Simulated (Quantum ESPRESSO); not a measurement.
The system is HfMoC2.

```
Hf Mo C
1.0
     3.19142    0.00000    0.00000
     0.00000    3.19142    0.00000
     0.00000    0.00000    4.48516
Hf Mo C
1 1 2
Direct
  0.00000 0.00000 0.00000
  0.50000 0.50000 0.50000
  0.50000 0.50000 0.00000
  0.00000 0.00000 0.50000
```

The cell comes from a database or a generator and needn't be the stable form of this composition.

| Item | Value |
| --- | --- |
| Program | Quantum ESPRESSO 7.5 |
| Task | single point |
| Functional | PBE |
| Potentials or basis | SSSP 1.3 efficiency PBE |
| Cutoff | 816 eV |
| Density cutoff | 5987 eV |
| k mesh | 8 × 8 × 6 |
| Occupations | fermi-dirac, width 0.05 eV |
| Spin | no spin polarisation |

On this cell: pressure -1.0 GPa; largest force under 0.003 eV/Å; band gap on the k mesh none (metal or under the smearing width).

The same run follows on a disturbed copy (atoms moved at random, drawn with an rms of 0.05 Å):

```
CELL_PARAMETERS angstrom
3.19142 0.00000 0.00000
0.00000 3.19142 0.00000
0.00000 0.00000 4.48516
ATOMIC_POSITIONS crystal
Hf 0.99128 0.00120 0.99060
Mo 0.50708 0.49844 0.50548
C 0.49023 0.47725 0.01013
C 0.01134 0.99367 0.49604
```

What does the disturbed cell give?

The energy (extrapolated to zero smearing) moves by +23.5 meV/atom; pressure -0.3 GPa; largest force 1.285 eV/Å; band gap on the k mesh none (metal or under the smearing width).

Forces on the atoms (eV/Å):
```
Hf   0.281 -0.820  0.948
Mo  -0.314 -0.147 -0.563
C    0.272  0.992 -0.507
C   -0.239 -0.025  0.123
```

Stress tensor (GPa, compression positive):
```
 1.01  0.02  0.14
 0.02  0.94  0.08
 0.14  0.08 -2.95
```
